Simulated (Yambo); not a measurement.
**Fe: optical spectrum with PBEsol**

The system is Fe.

```
CELL_PARAMETERS angstrom
-1.44300 1.44300 1.44300
1.44300 -1.44300 1.44300
1.44300 1.44300 -1.44300
ATOMIC_POSITIONS crystal
Fe 0.00000 0.00000 0.00000
```

```
Program                             : Yambo 5.3.0
Task                                : optical spectrum
Functional                          : PBEsol
Potentials or basis                 : PseudoDojo 0.4.1 SR PBEsol standard
Cutoff                              : 1225 eV
Density cutoff                      : 4898 eV
k mesh                              : 14 × 14 × 14
Occupations                         : fermi-dirac, width 0.05 eV
Spin                                : collinear spin, ferromagnetic start
Starting moments                    : [3.0] μB
k mesh of the self-consistent run   : 14 × 14 × 14
Direction of the field or of q to 0 : x + y + z
Broadening                          : 0.3 eV
Kernel                              : Hartree (RPA with local fields)
Top of the energy range             : 30 eV
Energy points                       : 200
Correction of the levels            : none
Bands in the response               : 33
Cutoff of the response matrix       : 6 Ry
```

| Item | Value |
| --- | --- |
| Band gap on the k mesh, mean-field level | none (metal or under the smearing width) |
| Net moment | 2.38 μB per cell |
| Peak of the energy-loss function | 23.4 eV |

Dielectric function (along the field direction of the input):
```
energy (eV)  real part  imaginary part
       0.30      44.42           20.28
       0.75      27.10           22.47
       1.21      17.17           23.22
       1.81      10.76           21.84
       2.26       7.71           19.08
       2.71       4.13           21.25
       3.32      -4.02           15.77
       3.77      -4.67           10.76
       4.22      -3.73            7.53
       4.82      -2.10            5.76
       5.28      -1.70            4.62
       5.73      -0.30            4.11
       6.33      -0.21            5.00
       6.78      -1.26            4.32
       7.24      -0.84            3.29
       7.84      -0.33            2.56
       8.29       0.19            2.39
       8.74       0.69            2.43
       9.35       0.74            3.21
       9.80       0.24            3.07
      10.25       0.26            2.68
      10.85       0.12            2.63
      11.31       0.18            2.52
      11.76       0.09            2.36
      12.36       0.07            2.26
      12.81      -0.03            2.13
      13.27      -0.02            1.90
      13.87      -0.02            1.84
      14.32      -0.08            1.64
      14.77       0.05            1.45
      15.38       0.14            1.43
      15.83       0.21            1.27
      16.28       0.27            1.31
      16.88       0.26            1.14
      17.34       0.47            1.18
      17.79       0.40            1.25
      18.39       0.46            1.12
      18.84       0.52            1.29
      19.30       0.36            1.32
      19.90       0.29            1.21
```

Energy-loss function:
| energy (eV) | loss |
| --- | --- |
| 0.0 | 0.000 |
| 1.4 | 0.030 |
| 2.6 | 0.045 |
| 3.9 | 0.087 |
| 5.3 | 0.191 |
| 6.5 | 0.198 |
| 7.8 | 0.385 |
| 9.2 | 0.299 |
| 10.4 | 0.366 |
| 11.8 | 0.422 |
| 13.1 | 0.507 |
| 14.3 | 0.609 |
| 15.7 | 0.758 |
| 16.9 | 0.832 |
| 18.2 | 0.778 |
| 19.6 | 0.760 |
| 20.8 | 0.940 |
| 22.2 | 1.204 |
| 23.5 | 1.304 |
| 24.7 | 1.096 |
| 26.1 | 1.096 |
| 27.4 | 0.953 |
| 28.6 | 0.851 |
| 30.0 | 0.768 |

Run time: 4.5 min on 1 thread of Intel(R) Xeon(R) Processor @ 2.50GHz (Skylake/Cascade Lake), on a shared host.

Caveat: the intraband (Drude) term of the metal is left out; spectra need much finer meshes, so this one isn't converged; these spectra lack excitons.
